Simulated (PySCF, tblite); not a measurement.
# C6H13NP+: geometry, infrared bands and NMR shifts

Aim: predict the infrared bands and NMR shifts of C6H13NP+ (`CC[P+]1(N(C)C)C=C1`).

Computed with tblite 0.8.0 and PySCF 2.14.0, with density-fitted response routines of our own, on a single molecule in the gas phase. Atoms count from 0, in the outputs and in this text.

## (1) Starting geometry

21 atoms, charge 1, multiplicity 1; geometry from: force field or distance geometry start.

Bonds of the start (Å): C0–C1 1.55, C1–P2 1.80, P2–N3 1.74, N3–C4 1.47, N3–C5 1.48, P2–C6 1.77, C6–C7 1.33, C7–P2 1.78, C0–H8 1.10, C0–H9 1.10, C0–H10 1.08, C1–H11 1.10, C1–H12 1.11, C4–H13 1.10, C4–H14 1.12, C4–H15 1.10, C5–H16 1.11, C5–H17 1.10, C5–H18 1.13, C6–H19 1.10, C7–H20 1.11.

## (2) Optimising the geometry with GFN2-xTB

The job: settings as JSON, then the geometry in Å.

```
{"job": {"kind": "relax", "xc": "GFN2-xTB", "basis": "xTB"}, "charge": 1, "multiplicity": 1}
C      2.816600    -0.246500     0.558200
C      1.584500     0.670700     0.359100
P      0.151400    -0.282000    -0.156900
N     -1.256400     0.535100    -0.778000
C     -1.373100     1.767600     0.018600
C     -2.478600    -0.218900    -0.418500
C      0.481000    -1.979200    -0.543900
C     -0.184200    -1.860000     0.606500
H      2.544100    -1.182800     1.071900
H      3.191700    -0.410100    -0.462900
H      3.507500     0.335300     1.155700
H      1.866500     1.314400    -0.485200
H      1.403700     1.326000     1.234100
H     -1.374400     2.621000    -0.671900
H     -0.518600     1.830500     0.739900
H     -2.294300     1.758500     0.611800
H     -2.389400    -0.536200     0.639200
H     -2.699100    -1.035300    -1.116200
H     -3.270800     0.584700    -0.430200
H      0.956700    -2.657000    -1.266000
H     -0.673700    -2.318800     1.489100
```

Command:

```bash
> OMP_NUM_THREADS=1 python probes_run.py task.json out
```

One launch serves the whole session: the jobs run in the order shown.

**Question.** This job is followed by: GFN2-xTB harmonic vibrations, gas phase; GIAO PBE0/pcSseg-1 NMR shielding, non-relativistic, gas phase. What will the session give for the following? strongest single infrared mode (GFN2-xTB); zero-point energy (GFN2-xTB); ¹³C shifts against TMS (PBE0/pcSseg-1, means over atoms taken as alike); ¹H shifts against TMS (PBE0/pcSseg-1, means over atoms taken as alike); ³¹P shifts against H3PO4 (PBE0/pcSseg-1); ¹⁵N shifts against NH3 (PBE0/pcSseg-1).

**Answer**, as computed:

| quantity | value |
| --- | --- |
| strongest single infrared mode (GFN2-xTB) | 760 cm⁻¹, 108 km/mol |
| zero-point energy (GFN2-xTB) | 110.1 kcal/mol |
| ¹³C shifts against TMS (PBE0/pcSseg-1, means over atoms taken as alike) | 159.4, 39.0, 23.8, 10.7 ppm |
| ¹H shifts against TMS (PBE0/pcSseg-1, means over atoms taken as alike) | 9.38, 3.17, 2.89, 1.19 ppm |
| ³¹P shifts against H3PO4 (PBE0/pcSseg-1) | -83.8 ppm |
| ¹⁵N shifts against NH3 (PBE0/pcSseg-1) | 51.7 ppm |

Over 151 steps the energy fell by 1.231 eV; of the close pairs, P2–N3 changed most, 1.742 to 1.656 Å. All 57 modes are real, so the xTB geometry is a minimum. The strongest single mode, at 760 cm⁻¹, has its largest shares on P2, C1 and C5 (the list is cut at 3 atoms). GFN2-xTB is a fitted tight-binding method: band positions and strengths are rough. Its intensities can rank the bands wrongly. At PBE0/pcSseg-1: The widest tensor belongs to P2: span 622 ppm, with a paramagnetic part of -566 ppm.
